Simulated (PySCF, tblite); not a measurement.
# CH10O2PSi3 radical: geometry, infrared bands and EPR parameters

Wanted: the infrared bands and EPR parameters of CH10O2PSi3 radical (`[SiH3]O[SiH2]CO[SiH2][PH]`), by calculation.

The runs use tblite 0.8.0 and PySCF 2.14.0, with density-fitted response routines of our own; the level of theory stands in each step. All values are computed, except where a source is named. Atoms count from 0, in the outputs and in this text.

### 1 Starting geometry

17 atoms, charge 0, multiplicity 2; geometry from: force field or distance geometry start.

Bonds of the start (Å): Si0–O1 1.72, O1–Si2 1.72, Si2–C3 1.85, C3–O4 1.38, O4–Si5 1.69, Si5–P6 2.17, Si0–H7 1.48, Si0–H8 1.48, Si0–H9 1.46, Si2–H10 1.46, Si2–H11 1.47, C3–H12 1.10, C3–H13 1.13, Si5–H14 1.47, Si5–H15 1.46, P6–H16 1.40.

### 2 Geometry optimisation with GFN2-xTB

What the job is given:

```
{"job": {"kind": "relax", "xc": "GFN2-xTB", "basis": "xTB"}, "charge": 0, "multiplicity": 2}
Si     2.929000     0.790700     0.596100
O      2.302800    -0.805000     0.481200
Si     0.926100    -0.829200    -0.544000
C     -0.508900    -1.552300     0.363100
O     -1.431000    -0.659400     0.860000
Si    -2.208500     0.310500    -0.292000
P     -3.182500     1.923400     0.789800
H      3.742500     0.920400     1.830900
H      1.757000     1.692500     0.649400
H      3.709100     1.090600    -0.605400
H      0.656900     0.472300    -1.141800
H      1.254900    -1.765400    -1.627700
H     -0.957800    -2.369700    -0.225000
H     -0.074800    -2.061400     1.267700
H     -1.318500     0.980600    -1.244700
H     -3.201400    -0.417900    -1.076900
H     -4.401900     2.291300     0.208300
```

The run is started by

```sh
OMP_NUM_THREADS=1 python probes_run.py task.json out
```

The driver reads the jobs from task.json and runs them one after another.

**Question.** This job is followed by: GFN2-xTB harmonic vibrations, gas phase; UKS B3LYP, pcH-1 on C H O P Si, non-relativistic, mean-field spin-orbit, GIAO. What will the session give for the following? strongest single infrared mode (GFN2-xTB); zero-point energy (GFN2-xTB); g(iso) (B3LYP); ⟨S²⟩; largest a(iso) (averaged by class); potential on the surface of density 0.002 e/bohr³, 1st and 99th percentile.

**Answer**, as computed:

```
                                                                  quantity                  value
                                 strongest single infrared mode (GFN2-xTB)  2269 cm⁻¹, 459 km/mol
                                              zero-point energy (GFN2-xTB)          63.2 kcal/mol
                                                            g(iso) (B3LYP)                2.01107
                                                                      ⟨S²⟩     0.753 (exact 0.75)
                                        largest a(iso) (averaged by class)   31P on P6, 105.6 MHz
potential on the surface of density 0.002 e/bohr³, 1st and 99th percentile     -0.87 V and 1.54 V
```

In words: Relaxing lowered the energy by 1.413 eV in 206 steps; the close pair that moved most is O1–Si2, from 1.717 to 1.611 Å. No mode is imaginary among the 45: a minimum at this level. The strongest single mode, at 2269 cm⁻¹, moves mainly H9. Unscaled tight-binding wavenumbers are off by several per cent, some by more. Its intensities can rank the bands wrongly. P6 carries the largest spin population, 1.00 e. The isotropic g lies 8.8 ppt above the free-electron value. These values are for one conformer; the search (at its own cheap level) found 2 more, at 0.71, 2.13 kcal/mol, and measured spectra average over such forms.
